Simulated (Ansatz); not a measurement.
# H9OPSi2: the cost of one run

Program: Ansatz 0.2.0. Level of theory: RHF/6-31G*. These are calculated values, not measurements.

**1. The system as given**

Bond lengths: Si1–O2 2.030 Å, O2–Si3 1.680 Å, Si3–H4 1.460 Å, Si3–H5 1.460 Å, Si3–H6 1.460 Å, Si1–H7 1.460 Å, Si1–H8 1.459 Å, Si1–H9 1.459 Å, Si1–P10 2.480 Å, P10–H11 1.420 Å, P10–H12 1.420 Å, P10–H13 1.583 Å. Angles (14 of 23 angles, heavy atoms first): Si1–O2–Si3 125.0°, O2–Si1–P10 71.6°, O2–Si1–H7 109.5°, O2–Si1–H8 109.5°, O2–Si1–H9 109.5°, H7–Si1–P10 67.2°, H8–Si1–P10 176.6°, H9–Si1–P10 72.8°, O2–Si3–H4 109.5°, O2–Si3–H5 109.5°, O2–Si3–H6 109.5°, Si1–P10–H11 109.5°, Si1–P10–H12 109.5°, Si1–P10–H13 62.8°.

Coordinates:

```xyz
13

Si    0.0000    0.0000    0.0000
O     0.0000    0.0000    2.0300
Si   -1.3147   -0.4067    2.9936
H    -2.2390   -1.2403    2.2304
H    -0.8506   -1.1432    4.1657
H    -1.9987    0.8095    3.4233
H     1.3768    0.0000   -0.4862
H    -0.6877    1.1914   -0.4862
H    -0.6877   -1.1914   -0.4862
P     1.2944   -1.9656    0.7820
H     0.4981   -3.1353    0.6631
H     2.4646   -2.1080   -0.0096
H     0.6725   -1.0212    1.8891
```

**2. A restrained relaxation towards end A**

Springs on the bonds that form and break draw the guess towards this end; the thresholds are loose.

input.yaml

```yaml
crystal:
  periodic: [false, false, false]
  atoms:
    - { symbol: Si, position_ang: [0.0, 0.0, 0.0] }
    - { symbol: O, position_ang: [0.0, 0.0, 2.03] }
    - { symbol: Si, position_ang: [-1.3147, -0.4067, 2.9936] }
    - { symbol: H, position_ang: [-2.239, -1.2403, 2.2304] }
    - { symbol: H, position_ang: [-0.8506, -1.1432, 4.1657] }
    - { symbol: H, position_ang: [-1.9987, 0.8095, 3.4233] }
    - { symbol: H, position_ang: [1.3768, 0.0, -0.4862] }
    - { symbol: H, position_ang: [-0.6877, 1.1914, -0.4862] }
    - { symbol: H, position_ang: [-0.6877, -1.1914, -0.4862] }
    - { symbol: P, position_ang: [1.2944, -1.9656, 0.782] }
    - { symbol: H, position_ang: [0.4981, -3.1353, 0.6631] }
    - { symbol: H, position_ang: [2.4646, -2.108, -0.0096] }
    - { symbol: H, position_ang: [0.6725, -1.0212, 1.8891] }
basis:
  gaussian: { orbitals: "6-31G*" }
hamiltonian:
  xc: hf
relax:
  f_tol: 0.15
  max_steps: 25
  restrain:
    - { distance: [0, 9], at: 3.38, k: 30.0 }
    - { distance: [12, 1], at: 2.21, k: 30.0 }
    - { distance: [0, 1], at: 1.68, k: 30.0 }
    - { distance: [12, 9], at: 1.42, k: 30.0 }
```

Command:

```bash
ansatz run input.yaml --threads 1 --pin off --max-ram 2048MiB --backend cpu --events-out ev --progress --plain --runs-dir out
```

**Question.** How long does this run take on 1 thread of Arm Neoverse V1, shared host, and how much memory does it need?

About 26 s, with a peak of 0.18 GiB.
